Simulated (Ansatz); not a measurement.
# TiGe8Mo3: the cost of one run

Program: Ansatz 0.2.0. Level of theory: DFT PBE, scalar-relativistic, plane waves, PAW. These are calculated values, not measurements.

## (1) The starting structure

It takes space group P4/mmm (No. 123, tetragonal). Conventional cell: a = 4.729 Å, b = 4.729 Å, c = 8.349 Å, α = 90.00°, β = 90.00°, γ = 90.00°. Ti (site symmetry 4/mmm) has 10 Ge at 2.72 to 2.81 Å in its first shell of neighbours. Ge (site symmetry 4mm) has 5 Ge at 2.73 to 2.78 Å and 4 Mo at 2.73 Å and 1 Ti at 2.81 Å in its first shell of neighbours. Around Ge (site symmetry 2mm) lie 5 Ge at 2.71 to 2.79 Å and 2 Ti at 2.72 Å and 3 Mo at 2.72 to 2.82 Å. Ge (site symmetry 4mm) has 5 Ge at 2.69 to 2.79 Å and 5 Mo at 2.72 to 2.83 Å in its first shell of neighbours. Around Mo (site symmetry mmm) lie 10 Ge at 2.72 to 2.82 Å. Mo (site symmetry 4/mmm) has 10 Ge at 2.72 to 2.83 Å in its first shell of neighbours.

As a file:

```xyz
12
Lattice="4.7289 0.0000 0.0000 0.0000 4.7289 0.0000 0.0000 0.0000 8.3485" Properties=species:S:1:pos:R:3 pbc="T T T"
Ti    0.0000    0.0000    0.0000
Ge    0.0000    0.0000    5.5372
Ge    0.0000    2.3644    1.3535
Ge    2.3644    0.0000    1.3535
Ge    2.3644    2.3644    5.5179
Ge    0.0000    0.0000    2.8114
Ge    0.0000    2.3644    6.9950
Ge    2.3644    0.0000    6.9950
Ge    2.3644    2.3644    2.8306
Mo    0.0000    2.3644    4.1743
Mo    2.3644    0.0000    4.1743
Mo    2.3644    2.3644    0.0000
```

The start is the relaxed end of an invented cell (made as: elements ordered on the sites of the Ge2Mo type, Ti/Mo on Mo (P4/mmm, No. 123)), taken up again for a closer look.

## (2) A first look at the guess

The input, input.yaml:

```yaml
crystal:
  lattice:
    - [4.7288831, 0.0, 0.0]
    - [0.0, 4.7288831, 0.0]
    - [0.0, 0.0, 8.3485172]
  atoms:
    - { symbol: Ti, position: [0.0, 0.0, 0.0] }
    - { symbol: Ge, position: [0.0, 0.0, 0.663251] }
    - { symbol: Ge, position: [0.0, 0.5, 0.16213] }
    - { symbol: Ge, position: [0.5, 0.0, 0.16213] }
    - { symbol: Ge, position: [0.5, 0.5, 0.660941] }
    - { symbol: Ge, position: [0.0, 0.0, 0.336749] }
    - { symbol: Ge, position: [0.0, 0.5, 0.83787] }
    - { symbol: Ge, position: [0.5, 0.0, 0.83787] }
    - { symbol: Ge, position: [0.5, 0.5, 0.339059] }
    - { symbol: Mo, position: [0.0, 0.5, 0.5] }
    - { symbol: Mo, position: [0.5, 0.0, 0.5] }
    - { symbol: Mo, position: [0.5, 0.5, 0.0] }
basis:
  ecutwfc: 420
kpoints:
  mp_grid: { grid: [4, 4, 2] }
hamiltonian:
  xc: pbe
scf:
  occupations: { method: gaussian, width: 0.1 }
  lower_state_search: "off"
output:
  forces: true
  stress: true
  eigenvalues: true
```

On the command line:

```
ansatz run input.yaml --threads 4 --pin off --max-ram 8192MiB --backend cpu --events-out ev --progress --plain --runs-dir out
```

Q: Estimate wall time and peak memory on 4 threads of Arm Neoverse V1, shared host.

About 3.9 s, with a peak of 0.8 GiB.
